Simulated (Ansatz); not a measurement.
## two structures of Ir: a comparison of enthalpies under pressure, step by step

Program: Ansatz 0.2.0 through its Python package.

`ir_p6_3_mmc.vasp`
```text
Ir
1.0
   2.75137789    0.00000000    0.00000000
  -1.37568895    2.38276315    0.00000000
   0.00000000    0.00000000    4.46229000
Ir
2
Direct
   0.66666667    0.33333333    0.75000000
   0.33333333    0.66666667    0.25000000
```

Contents of `ir_fm_3m.xyz`:
```text
1
Lattice="0.0 1.9156 1.9156 1.9156 0.0 1.9156 1.9156 1.9156 0.0" Properties=species:S:1:pos:R:3 pbc="T T T"
Ir    0.00000000    0.00000000    0.00000000
```

Notebook, run cell by cell (the value of a cell's last expression is shown):

**Cell 1**
```python
import warnings

import ansatz as az
from ase.io import read
import numpy as np


def ground_state(name, crystal, pressure=0.0):
    calc = (
        crystal.calculation()
        .functional('LDA')
        .basis(520)
        .kpoints(spacing=0.27)
        .occupations('cold', width=0.05)
    )
    calc = calc.relax(force_tolerance=0.02, max_steps=60, cell=True, pressure=pressure)
    return calc.run(threads=1)
```

**Cell 2**
```python
def volume_per_atom(outcome):
    return abs(np.linalg.det(outcome.lattice.cell_ang)) / len(outcome.lattice.sites)

warnings.simplefilter('ignore')
```

**Cell 3**
```python
phases = {}
atoms = read('ir_p6_3_mmc.vasp', format='vasp')
p6_3_mmc = az.Crystal.from_ase(atoms)
phases['P6_3/mmc'] = p6_3_mmc
fm_3m = az.Crystal.from_extxyz('ir_fm_3m.xyz')
phases['Fm-3m'] = fm_3m
```

**Cell 4**
```python
# H = E + PV, with 1 eV per cubic angstrom equal to 160.2 GPa
pressures = [0, 10, 20, 30]
enthalpy, volume = {name: [] for name in phases}, {name: [] for name in phases}
for p in pressures:
    for name, crystal in phases.items():
        o = ground_state(name, crystal, pressure=p)
        volume[name].append(volume_per_atom(o))
        enthalpy[name].append(o.report['energy_sigma0_ev'] / len(o.lattice.sites) + p * volume[name][-1] / 160.21766)
gap = np.array(enthalpy['Fm-3m']) - np.array(enthalpy['P6_3/mmc'])
rows = [(p, va, vb, 1000 * d) for p, va, vb, d in zip(pressures, volume['P6_3/mmc'], volume['Fm-3m'], gap)]
print('   P (GPa)  V P6_3/mmc (A^3/atom)  V Fm-3m (A^3/atom)  H(Fm-3m) - H(P6_3/mmc) (meV/atom)')
for row in rows:
    print(f'{row[0]:10d}  {row[1]:21.3f}  {row[2]:18.3f}  {row[3]:+33.1f}')
crossings = [p0 - g0 * (p1 - p0) / (g1 - g0) for p0, p1, g0, g1 in zip(pressures, pressures[1:], gap, gap[1:]) if g0 * g1 < 0]
print('crossing near', [round(float(p), 1) for p in crossings], 'GPa') if crossings else print('no crossing in this range')
```
Output:
```text
   P (GPa)  V P6_3/mmc (A^3/atom)  V Fm-3m (A^3/atom)  H(Fm-3m) - H(P6_3/mmc) (meV/atom)
         0                 13.900              13.853                              -52.6
        10                 13.575              13.533                              -55.3
        20                 13.291              13.253                              -57.7
        30                 13.039              13.002                              -59.9
no crossing in this range
```

Spin is left out of this run. At a fixed pressure a relaxation lowers the enthalpy F + PV, while F alone can rise. For the metals among these phases the mesh is modest: differences between phases can be off by up to 40 meV an atom. Spin-orbit coupling, which matters for elements this heavy, is left out. The cells come from databases of deposited and of computed structures, and not all need be stable phases. Only these two structures are compared, at zero temperature and with their symmetry kept; either may be hypothetical, and another phase may be lower than both. Differences under about 40 meV an atom lie within the error of mesh and functional. Finished in 48 s on 1 thread of Arm Neoverse V2, with other jobs on the host, peak memory 0.45 GiB.
